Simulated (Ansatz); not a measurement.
RbLaMg6:

```
La Rb Mg
1.0
     5.42779    0.00000    0.00000
     0.00000    3.61559    6.03105
     0.00000   -3.61559    6.03105
La Rb Mg
1 1 6
Direct
  0.50000 0.34261 0.34261
  0.00000 0.14880 0.14880
  0.00000 0.66696 0.66696
  0.00000 0.16383 0.66071
  0.00000 0.66071 0.16383
  0.50000 0.84607 0.84607
  0.50000 0.37016 0.80086
  0.50000 0.80086 0.37016
```

The cell comes from a database or a generator and needn't be the stable form of this composition.

Base run:

- Program: Ansatz 0.2.0
- Functional: PBE
- Potentials or basis: Ansatz PAW
- Cutoff: 420 eV
- Density cutoff: 1680 eV
- k mesh: 5 × 5 × 5
- Occupations: fermi-dirac, width 0.05 eV
- Spin: no spin polarisation

Its results: band gap on the k mesh none (metal or under the smearing width); pressure 0.0 GPa; largest force 0.056 eV/Å.

**Question.** The run is repeated on the same cell with these changes: functional from PBE to LDA; occupations from fermi-dirac, width 0.05 eV to gaussian, width 0.05 eV. What comes out?

**Answer.** Band gap on the k mesh none (metal or under the smearing width); pressure -1.9 GPa; largest force 0.096 eV/Å.

Caveats: the PAW data sets come from PBE, with cores solved anew for the run's functional, which leaves a small shift of forces and pressure (some runs).

Not every run made on this cell is shown here.
